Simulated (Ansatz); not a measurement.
# AsHF₂ (singlet): the correlation ladder at a displaced geometry (v2), cc-pVDZ

The task here is to estimate one member of a computed series from the others.

Computed with Ansatz 0.2.0, Gaussian basis. Level: cc-pVDZ, core rule «outside noble gas», up to 16 orbitals frozen.

Plan: UHF; CCSD(T) on RHF; BCCD(T) on RHF; CISD; CCSDT(Q) on RHF.

19 further runs of the same task are left out: 6 for a known fault of the program, 4 that didn't finish, 9 set aside as unsound or not needed.

**The geometry**

The geometry is a PBE0/def2-TZVP stationary point (not a proven minimum) with its atoms shifted at random (size 0.100 Å). No spin-orbit coupling is included. The filled d shell of As may be among the frozen orbitals whatever the setting's name suggests; the logs give the count.

4 atoms, charge 0, spin multiplicity 1.

Atoms are counted from 1 here; the program's logs count them from 0.

Bond lengths: As1–F2 1.744 Å, As1–F3 1.725 Å, As1–H4 1.560 Å. Angles: F2–As1–F3 96.6°, F2–As1–H4 91.0°, F3–As1–H4 92.1°.

The first run:

The input, in.yaml:

```yaml
crystal:
  periodic: [false, false, false]
  atoms:
    - {symbol: As, position_ang: [0.079743, -0.376399, -0.002694]}
    - {symbol: F, position_ang: [-0.157221, 0.777166, -1.289308]}
    - {symbol: F, position_ang: [-0.080602, 0.744744, 1.298927]}
    - {symbol: H, position_ang: [-1.444743, -0.707804, 0.018934]}
basis:
  gaussian: {orbitals: cc-pVDZ}
magnetization: {spin_polarized: true, initial_magnetization: 0}
hamiltonian: {xc: hf}
output: {orbitals: {seedname: orbitals}}
```

Launch:

```sh
$ ansatz run in.yaml --threads 1 --pin off --events-out ev --progress --plain --max-ram 2393MiB
```

Among the steps run: UHF; CCSD(T) on RHF; BCCD(T) on RHF; CISD; CCSDT(Q) on RHF.

One table of the session follows, with a row left open; its other results are not shown here.

| method | from RCCSDT(Q) (meV) |
| --- | --- |
| RHF | +13916.6 |
| RMP2 | +756.5 |
| RCCSD | +311.3 |
| RCCSD(T) | ? |
| BCCD(T) | +45.2 |
| RCCSDT | +35.2 |
| RCCSDT(Q) | 0 |

Estimate the missing values for RCCSD(T).

The run gave: from RCCSDT(Q) (meV): +52.9. In the column «from RCCSDT(Q) (meV)» it lies between BCCD(T) (+45.2) and RCCSD (+311.3).

Not comparable, so not listed: CISD (they don't share determinant, frozen orbitals or solution with the rows shown, or repeat one).
